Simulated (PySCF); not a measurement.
# ClO3W ([WO3Cl]-): the cost of one run

Computed with PySCF 2.14.0 and routines of our own; the level stands in each step. Atoms count from 0.

## (1) The starting structure

5 atoms, charge -1, multiplicity 1; geometry from: GFN2-xTB.

## (2) Relaxing the molecule at PBE0-D3(BJ)/def2-SVP

The job: settings as JSON, then the geometry in Å.

```
{"job": {"xc": "PBE0", "basis": "def2-SVP", "d3": "d3bj", "grid": 1, "maxiter": 30, "shake": 0.03, "kind": "geom"}, "charge": -1, "multiplicity": 1}
W      0.152810     0.082960     0.079670
O      0.015190     0.004770     1.758640
O      1.603880     0.035460    -0.605750
O     -0.711010     1.475280    -0.558940
Cl    -0.986020    -1.708950    -0.735740
```

Run with:

```sh
OMP_NUM_THREADS=1 python heavy_run.py task.json out
```

One launch serves the whole session: the jobs run in the order shown.

**Question.** How long does this first job take on 1 thread of Intel Xeon Platinum 8259CL at 2.50GHz, shared host, and how much memory does it need?

About 69 s, with a peak of 0.35 GiB.
